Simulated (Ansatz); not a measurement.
# CH7BO2Si: the cost of one run

Computed with Ansatz 0.2.0, Gaussian basis. Level: the settings change from run to run.

### Step 1. The molecule

An earlier PBE0-D4 in a triple-zeta def2 set relaxation fixed the geometry.

SMILES `COBO[SiH3]`, 12 atoms, charge 0, spin multiplicity 1.

Atoms are counted from 1 here; the program's logs count them from 0.

Bond lengths: C1–O2 1.410 Å, C1–H6 1.094 Å, C1–H7 1.092 Å, C1–H8 1.092 Å, O2–B3 1.354 Å, B3–O4 1.355 Å, B3–H9 1.200 Å, O4–Si5 1.655 Å, Si5–H10 1.485 Å, Si5–H11 1.485 Å, Si5–H12 1.482 Å. Angles: O2–C1–H6 111.5°, O2–C1–H7 109.1°, O2–C1–H8 109.2°, H6–C1–H7 109.2°, H6–C1–H8 109.2°, H7–C1–H8 108.7°, C1–O2–B3 122.0°, O2–B3–O4 118.8°, O2–B3–H9 121.2°, O4–B3–H9 119.9°, B3–O4–Si5 129.8°, O4–Si5–H10 110.7°, O4–Si5–H11 110.6°, O4–Si5–H12 106.4°, H10–Si5–H11 109.6°, H10–Si5–H12 109.7°, H11–Si5–H12 109.7°.

### Step 2. revPBE0/aug-cc-pVDZ

Set apart from the defaults: charge +1, multiplicity 2, atoms shaken by 0.08 Å, D3(BJ) dispersion.

Input file in.yaml:

```yaml
crystal:
  periodic: [false, false, false]
  atoms:
    - {symbol: C, position_ang: [-1.254698, -0.180586, 1.773373]}
    - {symbol: O, position_ang: [-0.333951, 0.026564, 0.619518]}
    - {symbol: B, position_ang: [-0.093230, -0.867538, -0.129630]}
    - {symbol: O, position_ang: [0.693213, -0.540485, -1.379643]}
    - {symbol: Si, position_ang: [1.434777, 0.747467, -1.628691]}
    - {symbol: H, position_ang: [-1.486856, -1.049994, 1.947564]}
    - {symbol: H, position_ang: [-0.858742, 0.102364, 2.654462]}
    - {symbol: H, position_ang: [-2.069584, 0.458993, 1.764851]}
    - {symbol: H, position_ang: [-0.606076, -2.049514, -0.016314]}
    - {symbol: H, position_ang: [0.396940, 1.783109, -1.985715]}
    - {symbol: H, position_ang: [2.301607, 1.142056, -0.711210]}
    - {symbol: H, position_ang: [2.061476, 0.353970, -2.874525]}
basis:
  gaussian: {orbitals: aug-cc-pVDZ}
total_charge: 1
magnetization: {spin_polarized: true, initial_magnetization: 1}
hamiltonian: {xc: {name: revPBE0}, dispersion: d3bj}
```

Launch:

```bash
$ ansatz run in.yaml --threads 4 --pin off --events-out ev --progress --plain --max-ram 10444MiB
```

**Question.** How long does this run take on 4 threads of AMD EPYC 9R45, shared host, and how much memory does it need?

About 4 s, with a peak of 0.66 GiB.
